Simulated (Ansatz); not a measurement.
# BiTe: the cost of one run

Computed with Ansatz 0.2.0 (DFT PBE, scalar-relativistic, plane waves, PAW, unless a step's input says otherwise).

## (1) The structure to begin with

The structure is cubic, space group Fm-3m (No. 225). The conventional cell has a = 6.470 Å, b = 6.470 Å, c = 6.470 Å, α = 90.00°, β = 90.00°, γ = 90.00°. Bi (site symmetry m-3m) has 6 Te at 3.23 Å in its first shell of neighbours. Around Te (site symmetry m-3m) lie 6 Bi at 3.23 Å.

Structure file:

```cif
data_structure
_symmetry_space_group_name_H-M 'P 1'
_symmetry_Int_Tables_number 1
_cell_length_a 4.5750
_cell_length_b 4.5750
_cell_length_c 4.5750
_cell_angle_alpha 60.000
_cell_angle_beta 60.000
_cell_angle_gamma 60.000
_cell_volume 67.71
loop_
_atom_site_label
_atom_site_type_symbol
_atom_site_fract_x
_atom_site_fract_y
_atom_site_fract_z
_atom_site_occupancy
Bi1 Bi 0.00000 0.00000 0.00000 1
Te1 Te 0.50000 0.50000 0.50000 1
```

The cell is taken as given, not relaxed at this level.

## (2) The reference cell

Reference values: F = -19376.6565 eV; pressure 0.76 GPa; largest force 0.000 eV/Å; gap on the mesh none (metal). It was computed beforehand with the settings of the runs below.

## (3) Setting up energy and stress against strain

The cell is strained by ε times the Voigt pattern (0, 0, 0, 0, 0, 1) (xx, yy, zz, yz, xz, xy; engineering shear), with fractional coordinates fixed (clamped ions). The stress on the pattern is the sum of the stress components weighted by it, tension positive.

## (4) Point ε = -0.0200

Contents of input.yaml:

```yaml
crystal:
  lattice:
    - [-0.03235, 3.235, 3.235]
    - [3.235, -0.03235, 3.235]
    - [3.20265, 3.20265, 0.0]
  atoms:
    - { symbol: Bi, position: [0.0, 0.0, 0.0] }
    - { symbol: Te, position: [0.5, 0.5, 0.5] }
basis:
  ecutwfc: 420
kpoints:
  mp_grid: { grid: [14, 14, 14] }
hamiltonian:
  xc: pbe
scf:
  occupations: { method: gaussian, width: 0.15 }
output:
  forces: true
  stress: true
  eigenvalues: true
```

Launch:

```bash
$ ansatz run input.yaml --threads 1 --pin off --max-ram 2560MiB --backend cpu --events-out ev --progress --plain --runs-dir out
```

What time and memory should one allow on 1 thread of AMD EPYC 9R45 (Zen 5), shared host?

About 8 s, with a peak of 0.75 GiB.
